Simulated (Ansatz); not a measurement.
This session for a scan of one input key of LuBi2BrO4, space group P4/mmm with the Python package of Ansatz (0.2.0) holds a mistake.

Notebook, run cell by cell (the value of a cell's last expression is shown):

```python
import ansatz as az
import pandas as pd
```

```python
SETTINGS = {
    "functional": "PBEsol",
    "kgrid": (6, 6, 2),
    "filling": "fixed",
}
```

```python
crystal = (
    az.Lattice.of([3.8408, 0.0, 0.0], [0.0, 3.8408, 0.0], [0.0, 0.0, 9.12])
    .atom("Lu", [0.0, 0.0, 0.0])
    .atom("Bi", [0.5, 0.5, 0.7293])
    .atom("Bi", [0.5, 0.5, 0.2707])
    .atom("Br", [0.0, 0.0, 0.5])
    .atom("O", [0.5, 0.0, 0.854])
    .atom("O", [0.0, 0.5, 0.854])
    .atom("O", [0.5, 0.0, 0.146])
    .atom("O", [0.0, 0.5, 0.146])
)

crystal.resolved().tree()["lattice"]
```

    ((3.8408, 0.0, 0.0), (0.0, 3.8408, 0.0), (0.0, 0.0, 9.12))

```python
calc = crystal.calculation()
calc = calc.functional(SETTINGS["functional"])
calc = calc.pseudopotentials("paw")
calc = calc.basis(-470)
calc = calc.kpoints(*SETTINGS["kgrid"])
calc = calc.occupations(SETTINGS["filling"])
calc = calc.band_table()
typed = calc.input()
rows = []
for value in [0.0001, 1e-06, 1e-08]:
    edited = typed.set(az.key.scf.convergence.dr2_threshold, value)
    data = az.Session.from_dict(edited).plan().execute().report
    rows.append((value, data["free_energy_ev"], data["n_iterations"], len(data["eigenvalues_ev"][0]) if "eigenvalues_ev" in data else 0))
print(pd.DataFrame(rows, columns=["threshold eV", "F eV", "iterations", "bands listed"]).round(4).to_string(index=False))
```

    Traceback (most recent call last):
      File "<cell 4>", line 12, in <module>
        data = az.Session.from_dict(edited).plan().execute().report
               ~~~~~~~~~~~~~~~~~~~~^^^^^^^^
    ansatz.RefusalError: invalid value for `basis.ecutwfc`: must be finite and > 0; got -470 eV

Why does it end like this?

The fault: the cutoff is negative. Mended:

```diff
--- before
+++ after
@@
     "functional": "PBEsol",
+    "ecut": 470,
     "kgrid": (6, 6, 2),
@@
 calc = calc.pseudopotentials("paw")
-calc = calc.basis(-470)
+calc = calc.basis(SETTINGS["ecut"])
 calc = calc.kpoints(*SETTINGS["kgrid"])
```

The cells in order, each with its output:

(earlier cells as before)

In [2]:
```python
SETTINGS = {
    "functional": "PBEsol",
    "ecut": 470,
    "kgrid": (6, 6, 2),
    "filling": "fixed",
}
```

In [3]:
```python
crystal = (
    az.Lattice.of([3.8408, 0.0, 0.0], [0.0, 3.8408, 0.0], [0.0, 0.0, 9.12])
    .atom("Lu", [0.0, 0.0, 0.0])
    .atom("Bi", [0.5, 0.5, 0.7293])
    .atom("Bi", [0.5, 0.5, 0.2707])
    .atom("Br", [0.0, 0.0, 0.5])
    .atom("O", [0.5, 0.0, 0.854])
    .atom("O", [0.0, 0.5, 0.854])
    .atom("O", [0.5, 0.0, 0.146])
    .atom("O", [0.0, 0.5, 0.146])
)

crystal.resolved().tree()["lattice"]
```
Out [3]:
```text
((3.8408, 0.0, 0.0), (0.0, 3.8408, 0.0), (0.0, 0.0, 9.12))
```

In [4]:
```python
calc = crystal.calculation()
calc = calc.functional(SETTINGS["functional"])
calc = calc.pseudopotentials("paw")
calc = calc.basis(SETTINGS["ecut"])
calc = calc.kpoints(*SETTINGS["kgrid"])
calc = calc.occupations(SETTINGS["filling"])
calc = calc.band_table()
typed = calc.input()
rows = []
for value in [0.0001, 1e-06, 1e-08]:
    edited = typed.set(az.key.scf.convergence.dr2_threshold, value)
    data = az.Session.from_dict(edited).plan().execute().report
    rows.append((value, data["free_energy_ev"], data["n_iterations"], len(data["eigenvalues_ev"][0]) if "eigenvalues_ev" in data else 0))
print(pd.DataFrame(rows, columns=["threshold eV", "F eV", "iterations", "bands listed"]).round(4).to_string(index=False))
```
```text
 threshold eV        F eV  iterations  bands listed
       0.0001 -44081.2744           6            51
       0.0000 -44081.2744           7            51
       0.0000 -44081.2744           9            51
```

Absolute energies stand on the zero of these potentials, so only differences at equal settings mean something. A total without «per atom» is that of the whole cell that was run. Spin-orbit coupling, which matters for elements this heavy, is left out. The structure is a deposited one; some such entries were measured under pressure or heat, so a shift against it needn't be the functional's error alone. Timing: 34 s on 1 thread of Arm Neoverse V2 (shared host), peak memory 0.59 GiB.
